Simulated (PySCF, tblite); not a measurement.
# C3H11ClS2Si2: geometry, infrared bands and NMR shifts

What infrared bands and NMR shifts should C3H11ClS2Si2 (`CC[Si@@H](Cl)SCS[SiH3]`) show?

Computed with tblite 0.8.0 and PySCF 2.14.0, with density-fitted response routines of our own, on a single molecule in the gas phase. Atoms count from 0, in the outputs and in this text.

## 1. The starting structure

19 atoms, charge 0, multiplicity 1; geometry from: force field or distance geometry start.

Bonds of the start (Å): C0–C1 1.51, C1–Si2 1.89, Si2–Cl3 2.07, Si2–S4 2.14, S4–C5 1.81, C5–S6 1.83, S6–Si7 2.14, C0–H8 1.10, C0–H9 1.11, C0–H10 1.11, C1–H11 1.10, C1–H12 1.09, Si2–H13 1.47, C5–H14 1.10, C5–H15 1.11, Si7–H16 1.46, Si7–H17 1.47, Si7–H18 1.46.

## 2. Geometry optimisation with GFN2-xTB

Job settings and geometry (Å):

```
{"job": {"kind": "relax", "xc": "GFN2-xTB", "basis": "xTB"}, "charge": 0, "multiplicity": 1}
C     -3.519700     0.705300    -0.454900
C     -2.327000    -0.111000    -0.899800
Si    -1.492000    -0.700000     0.688500
Cl    -1.080400    -2.728100     0.665300
S      0.234900     0.509900     1.024500
C      1.386500     0.283500    -0.353900
S      2.863600     1.291600     0.025300
Si     4.568300     0.019800     0.264100
H     -3.271500     1.219900     0.487400
H     -4.344100    -0.021100    -0.267200
H     -3.823800     1.384900    -1.271700
H     -1.632300     0.536200    -1.452500
H     -2.636000    -0.949400    -1.530800
H     -2.414600    -0.435900     1.803200
H      0.940200     0.652400    -1.290500
H      1.704500    -0.774800    -0.392200
H      4.552500    -1.005000    -0.779900
H      4.488100    -0.681500     1.554500
H      5.792900     0.812600     0.188100
```

Started as:

```console
$ OMP_NUM_THREADS=1 python probes_run.py task.json out
```

This one command runs all jobs of the session in turn.

**Question.** This job is followed by: GFN2-xTB harmonic vibrations, gas phase; GIAO PBE0/pcSseg-1 NMR shielding, non-relativistic, gas phase. What will the session give for the following? strongest single infrared mode (GFN2-xTB); zero-point energy (GFN2-xTB); 13C shifts against TMS (PBE0/pcSseg-1); 1H shifts against TMS (PBE0/pcSseg-1, means over atoms taken as alike); 29Si shifts against TMS (PBE0/pcSseg-1); 35Cl shifts against HCl (PBE0/pcSseg-1); 33S shifts against CS2 (PBE0/pcSseg-1); surface potential, 1st and 99th percentile.

**Answer**, as computed:

| quantity | value |
| --- | --- |
| strongest single infrared mode (GFN2-xTB) | 768 cm⁻¹, 387 km/mol |
| zero-point energy (GFN2-xTB) | 81.5 kcal/mol |
| 13C shifts against TMS (PBE0/pcSseg-1) | 35.3, 15.9, 9.3 ppm |
| 1H shifts against TMS (PBE0/pcSseg-1, means over atoms taken as alike) | 5.32, 4.71, 3.82, 3.76, 1.15, 1.14, 1.11 ppm |
| 29Si shifts against TMS (PBE0/pcSseg-1) | 17.8, -55.0 ppm |
| 35Cl shifts against HCl (PBE0/pcSseg-1) | 6 ppm |
| 33S shifts against CS2 (PBE0/pcSseg-1) | -99, -147 ppm |
| surface potential, 1st and 99th percentile | -0.92 V and 1.24 V |

In words: Over 213 steps the energy fell by 0.579 eV; of the close pairs, Si2–Cl3 changed most, 2.070 to 2.026 Å. The lowest mode is slightly imaginary (1i cm⁻¹), a soft motion within the noise of the Hessian, so the minimum is not strictly shown. The strongest single mode, at 768 cm⁻¹, has its largest shares on H18, H17 and H16 (the list is cut at 3 atoms). GFN2-xTB is a fitted tight-binding method: band positions and strengths are rough. Its intensities can rank the bands wrongly. At PBE0/pcSseg-1: The widest tensor belongs to S6: span 375 ppm, with a paramagnetic part of -406 ppm. By nearest atom (PBE0/pcSseg-1), the HOMO sits on S6 72 %; S4 9 % and the LUMO on S4 21 %; S6 14 %.
